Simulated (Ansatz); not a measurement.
## CH₄OSb, SMILES C[O][SbH]: a relaxed scan of one distance

Run with Ansatz 0.2.0 through its Python package.

Script `ch4osb.py`:
```python
# -*- coding: utf-8 -*-
"""One bond of CH4OSb held at set lengths while the rest relaxes."""

import ansatz as az
import numpy as np

config = {
    "basis_set": "def2-SVP",
    "functional": "pbe0",
}

GEOMETRY = """
C    -0.48120    0.57300   -0.18650
O    -0.66830   -0.48450    0.65670
Sb    0.61670   -1.90200    0.01330
H    -0.70230    0.34290   -1.24720
H     0.50170    1.02580   -0.16000
H    -1.23910    1.42490    0.11890
H     2.03370   -1.04820    0.75910
"""

system = az.Crystal.molecule()
for line in GEOMETRY.strip().splitlines():
    symbol, *xyz = line.split()
    system = system.atom(symbol, [float(v) for v in xyz])

model = (
    system.calculation()
    .basis(gaussian=config["basis_set"])  # atom-centred Gaussian functions
    .functional(config["functional"])
    .spin("collinear", total=1)  # spin-polarised run
)
symbols = [site.symbol for site in system.cartesian_sites]
pairs = [(0, 1), (0, 3), (0, 4), (0, 5), (1, 2), (2, 6)]
print("held (A)   E (eV)        ", "  ".join(f"{symbols[i]}{i}-{symbols[j]}{j}" for i, j in pairs))
for length in [1.26, 1.37, 1.47, 1.64, 1.84]:
    r = model.relax(constraints=[az.DistanceConstraint((0, 1), at=length)], force_tolerance=0.02, max_steps=60).run().report
    xyz = np.array(r["positions_ang"])
    print(f"{length:6.2f} {r['free_energy_ev']:14.5f}  ", "  ".join(f"{np.linalg.norm(xyz[i] - xyz[j]):.3f}" for i, j in pairs))
```

Output of `python ch4osb.py`:
```text
held (A)   E (eV)         C0-O1  C0-H3  C0-H4  C0-H5  O1-Sb2  Sb2-H6
DeckWarning: relax.constraints: the input's atoms, or those drawn, lie off the distances that are held; a relaxation that starts there is brought onto them ahead of its first SCF, by positions alone, an atom by 5.27e-2 Å at the most. With the symmetry [...]
  1.26    -9679.56410   1.260  1.120  1.120  1.114  1.998  1.733
  1.37    -9679.95999   1.370  1.110  1.110  1.105  1.993  1.734
  1.47    -9679.89497   1.470  1.103  1.104  1.100  1.992  1.735
  1.64    -9679.35592   1.640  1.097  1.097  1.096  1.990  1.737
  1.84    -9678.49960   1.840  1.094  1.094  1.093  1.986  1.739
```
(Warnings from the package without file and line, shortened, repeats left out.)

Total energies depend on the basis set; only differences at equal settings carry meaning. The energies are electronic: no zero-point or thermal terms, and the basis set is short of its limit. def2 sets replace the cores of elements past krypton by effective core potentials. The run takes the species as open-shell (spin multiplicity 2), which needn't be its ground state. Run time: 6.2 min on 1 thread of Arm Neoverse V2, with other jobs on the host, peak memory 0.3 GiB.
